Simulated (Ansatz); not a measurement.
What does this script print? It uses the Python package of Ansatz (0.2.0).

The script, `ch3bgeo_opt.py`:
```python
"""Geometry optimisation of CH3BGeO."""

import itertools
import logging
import sys

import ansatz
from ase import Atoms
from ase.data import atomic_numbers, covalent_radii
import numpy as np

logging.basicConfig(stream=sys.stdout, format="%(name)s: %(message)s")
log = logging.getLogger("ch3bgeo")
log.setLevel(logging.INFO)

BASIS = "def2-SVP"
FUNCTIONAL = "PBE"

atoms = Atoms(["O", "C", "B", "Ge", "H", "H", "H"], positions=[
    (-0.0242, -2.0617, 1.1465),
    (0.0563, -0.9839, 0.5041),
    (1.0165, -0.0014, -0.4817),
    (-0.6082, 0.6536, -0.07),
    (2.087, 0.1532, -1.029),
    (-0.7539, 1.7142, 1.0652),
    (-1.7123, 0.4581, -1.1808),
])
molecule = ansatz.Crystal.molecule_from_ase(atoms)

calculation = molecule.calculation().basis(gaussian=BASIS).functional(FUNCTIONAL)
symbols = [site.symbol for site in molecule.cartesian_sites]
start = np.array([site.position_ang for site in molecule.cartesian_sites], dtype=float)
def progress(event):
    if event["event"] == "relax_step":
        row = event["data"]
        log.info(f"step {row['step']:3d}  E = {row['lagrangian_ev']:.6f} eV  largest force component {row['allowed_force_max_ev_ang']:.4f} eV/A")


summary = calculation.relax(force_tolerance=0.005, max_steps=100).session().plan().execute(on_event=progress).report
end = np.array(summary["positions_ang"])

log.info(f"E = {summary['free_energy_ev']:.6f} eV = {summary['free_energy_ev'] / 27.211386246:.7f} Ha")
print("converged:", summary["converged"], " doubts:", summary["published_state_doubts"] or "none")

# pairs closer than 1.2 times the sum of covalent radii, before or after
radius = [covalent_radii[atomic_numbers[s]] for s in symbols]
span = lambda where, i, j: np.linalg.norm(where[i] - where[j])
bonded = [(i, j) for i, j in itertools.combinations(range(len(symbols)), 2) if min(span(start, i, j), span(end, i, j)) < 1.2 * (radius[i] + radius[j])]
log.info("pair        before    after (A)")
for i, j in bonded:
    print(f"{symbols[i]}{i}-{symbols[j]}{j}".ljust(10), f"{span(start, i, j):8.4f} {span(end, i, j):8.4f}")
for first, second in list(itertools.combinations(bonded, 2)):
    shared = set(first) & set(second)
    if shared and symbols[(j := shared.pop())] != "H":
        i, k = sorted((set(first) | set(second)) - {j})
        u, v = end[i] - end[j], end[k] - end[j]
        angle = np.degrees(np.arccos(np.clip(u @ v / np.linalg.norm(u) / np.linalg.norm(v), -1, 1)))
        log.info(f"final angle {symbols[i]}{i}-{symbols[j]}{j}-{symbols[k]}{k}: {angle:.2f} deg")
with open("ch3bgeo_opt.xyz", "w") as handle:
    handle.write(f"{len(symbols)}\nrelaxed CH3BGeO\n")
    handle.writelines(f"{s:2s} {x:11.6f} {y:11.6f} {z:11.6f}\n" for s, (x, y, z) in zip(symbols, end))
```

Output of `python ch3bgeo_opt.py`:
```text
ch3bgeo: step   1  E = -60299.404676 eV  largest force component 5.7575 eV/A
ch3bgeo: step   2  E = -60300.342259 eV  largest force component 2.6338 eV/A
ch3bgeo: step   3  E = -60300.979797 eV  largest force component 1.6720 eV/A
ch3bgeo: step   4  E = -60301.448736 eV  largest force component 2.2241 eV/A
ch3bgeo: step   5  E = -60302.002533 eV  largest force component 2.1537 eV/A
ch3bgeo: step   6  E = -60302.507199 eV  largest force component 1.0016 eV/A
ch3bgeo: step   7  E = -60302.814194 eV  largest force component 1.8829 eV/A
ch3bgeo: step   8  E = -60302.974664 eV  largest force component 1.2675 eV/A
ch3bgeo: step   9  E = -60303.076833 eV  largest force component 1.2712 eV/A
ch3bgeo: step  10  E = -60303.180340 eV  largest force component 0.4432 eV/A
ch3bgeo: step  11  E = -60303.178062 eV  largest force component 0.3708 eV/A
ch3bgeo: step  12  E = -60303.199329 eV  largest force component 0.1359 eV/A
ch3bgeo: step  13  E = -60303.201960 eV  largest force component 0.0636 eV/A
ch3bgeo: step  14  E = -60303.202447 eV  largest force component 0.0379 eV/A
ch3bgeo: step  15  E = -60303.202466 eV  largest force component 0.0082 eV/A
ch3bgeo: step  16  E = -60303.202469 eV  largest force component 0.0018 eV/A
ch3bgeo: E = -60303.202499 eV = -2216.1018169 Ha
converged: True  doubts: none
ch3bgeo: pair        before    after (A)
O0-C1        1.2573   1.1651
C1-B2        1.6909   1.4705
C1-Ge3       1.8581   2.7934
B2-Ge3       1.7995   1.9206
B2-H4        1.2122   1.2092
Ge3-H5       1.5604   1.5478
Ge3-H6       1.5783   1.5478
ch3bgeo: final angle O0-C1-B2: 177.98 deg
ch3bgeo: final angle O0-C1-Ge3: 137.80 deg
ch3bgeo: final angle B2-C1-Ge3: 40.18 deg
ch3bgeo: final angle C1-B2-Ge3: 110.21 deg
ch3bgeo: final angle C1-B2-H4: 123.09 deg
ch3bgeo: final angle C1-Ge3-B2: 29.60 deg
ch3bgeo: final angle C1-Ge3-H5: 154.24 deg
ch3bgeo: final angle C1-Ge3-H6: 94.65 deg
ch3bgeo: final angle Ge3-B2-H4: 126.69 deg
ch3bgeo: final angle B2-Ge3-H5: 124.64 deg
ch3bgeo: final angle B2-Ge3-H6: 124.26 deg
ch3bgeo: final angle H5-Ge3-H6: 111.11 deg
```

It writes `ch3bgeo_opt.xyz`:
```text
7
relaxed CH3BGeO
O     0.179945   -2.642990    0.181377
C     0.510467   -1.531089    0.072730
B     0.877924   -0.113637   -0.061831
Ge   -0.696540    0.985908   -0.031085
H     2.021112    0.264334   -0.173490
H    -0.694156    2.529280   -0.148458
H    -2.137553    0.440294    0.115058
```

What to keep in mind:
- Total energies depend on the basis set; only differences at equal settings carry meaning.
- The end point is the stationary point reached from this start; no frequency run checks that it is a minimum, and the basis set is modest.
- The bonding changed during the relaxation, so the end is another isomer than the start names.
- Wall time of the script: 55 s on 1 thread of Arm Neoverse V1, on a shared host, peak memory 0.2 GiB.
